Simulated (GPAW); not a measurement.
A run of GPAW 26.7.0 is set up as follows.

run.py

```python
from ase import Atoms
from ase.dft.bandgap import bandgap
from ase.io import write
from ase.units import GPa
from ase.parallel import parprint
from gpaw import GPAW, PW

atoms = Atoms(['Ni', 'Mo', 'Pd', 'Ir', 'W'],
              cell=[[4.1467010644, 0.0, 0.0],
                    [-2.0733505322, 3.5911484637, 0.0],
                    [0.0, 0.0, 5.41629]],
              scaled_positions=[[0.0, 0.0, 0.02221],
                                [0.6666666667, 0.3333333333, 0.45996],
                                [0.3333333333, 0.6666666667, 0.74601],
                                [0.3333333333, 0.6666666667, 0.25641],
                                [0.6666666667, 0.3333333333, 0.99985]],
              pbc=True)
atoms.set_initial_magnetic_moments([1.0, 1.0, 0.0, 0.6, 0.0])

calc = GPAW(mode=PW(600),
            xc='PBE',
            kpts={'size': (5, 5, 4), 'gamma': True},
            occupations={'name': 'fermi-dirac', 'width': 0.05},
            nbands=64,
            convergence={'density': 1e-05, 'energy': 1e-05},
            maxiter=150,
            txt='gpaw.txt')
atoms.calc = calc
energy = atoms.get_potential_energy()
forces = atoms.get_forces()
stress = atoms.get_stress()
calc.write('gs.gpw')
write('result.traj', atoms)
parprint(f'Energy: {energy:.6f} eV')
parprint('Forces (eV/A):')
parprint(forces.round(4))
parprint('Stress (GPa):', (stress / GPa).round(3))
parprint('Moments:', calc.get_magnetic_moments().round(3))
parprint('Fermi level:', round(calc.get_fermi_level(), 4), 'eV')
parprint(f'Gap: {bandgap(calc)[0]:.4f} eV, direct: {bandgap(calc, direct=True)[0]:.4f} eV')

path = atoms.cell.bandpath('GMKGALHA,LM,KH', npoints=80, eps=1e-4)
bs_calc = calc.fixed_density(kpts=path, symmetry='off', nbands=88,
                             convergence={'bands': 'CBM+6.0', 'eigenstates': 1e-6}, txt='bands.txt')
bs = bs_calc.band_structure()
bs.write('bs.json')
parprint(f'Gap on the path: {bandgap(bs_calc)[0]:.4f} eV')
```

Potentials or basis: GPAW PAW data sets (gpaw-data 1.2.1), pw.

Command:

```console
$ OMP_NUM_THREADS=1 mpirun -n 8 gpaw python run.py
```

(1) What does it give for the largest force?

(2) What does it give for the band gap along the path?

(3) What does it give for the net moment?

(4) Estimate the pressure.

## Answers

(1) 0.113 eV/Å.

(2) none (metal or under the smearing width).

(3) 0.00 μB per cell.

(4) 0.3 GPa.

Caveat: the stock nickel data set gives pressures a few GPa off other programs; spin-orbit coupling is left out, which moves the levels of the heavy elements.
